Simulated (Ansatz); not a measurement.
# F2Tl2 (Tl2(F)2): the cost of one run

Method: DFT PBE, plane waves, PAW, molecule in a box with 9 Å of vacuum; program: Ansatz 0.2.0.

2 further runs of the same task are left out: 2 for a known fault of the program.

## Step 1: Starting geometry

4 atoms, charge 0, spin multiplicity 1.

Bond lengths: Tl1–F3 2.314 Å, Tl1–F4 2.314 Å, Tl2–F3 2.314 Å, Tl2–F4 2.314 Å. Angles: F3–Tl1–F4 74.0°, F3–Tl2–F4 74.0°, Tl1–F3–Tl2 106.0°, Tl1–F4–Tl2 106.0°.

Geometry (Å):

```xyz
4
charge 0, multiplicity 1
Tl    0.0000    0.0000    1.8475
Tl    0.0000    0.0000   -1.8475
F     1.3933    0.0000    0.0000
F    -1.3933    0.0000    0.0000
```

Formal oxidation states: Tl +1. An earlier session relaxed this geometry at B3LYP, Tl def2-SVP with ECP60, F def2-SVP (singlet, point group D2h).

## Step 2: Scalar-relativistic

File input.yaml:

```yaml
crystal:
  lattice:
    - [11.79, 0.0, 0.0]
    - [0.0, 9.0, 0.0]
    - [0.0, 0.0, 12.69]
  atoms:
    - { symbol: Tl, position: [0.49985411, 0.5, 0.64577935] }
    - { symbol: Tl, position: [0.49985411, 0.5, 0.35460993] }
    - { symbol: F, position: [0.61802884, 0.5, 0.50019464] }
    - { symbol: F, position: [0.38167939, 0.5, 0.50019464] }
basis:
  ecutwfc: 420
  ecutrho_ratio: 4
kpoints:
  mp_grid: { grid: [1, 1, 1] }
hamiltonian:
  xc: pbe
scf:
  occupations: { method: gaussian, width: 0.01 }
output:
  forces: true
  eigenvalues: true
  populations: true
```

Launch:

```bash
$ ansatz run input.yaml --threads 2 --pin off --max-ram 5120MiB --backend cpu --events-out ev --progress --plain --runs-dir out
```

**Question.** How long does this run take on 2 threads of Arm Neoverse V2, shared host, and how much memory does it need?

About 2.3 s, with a peak of 0.74 GiB.
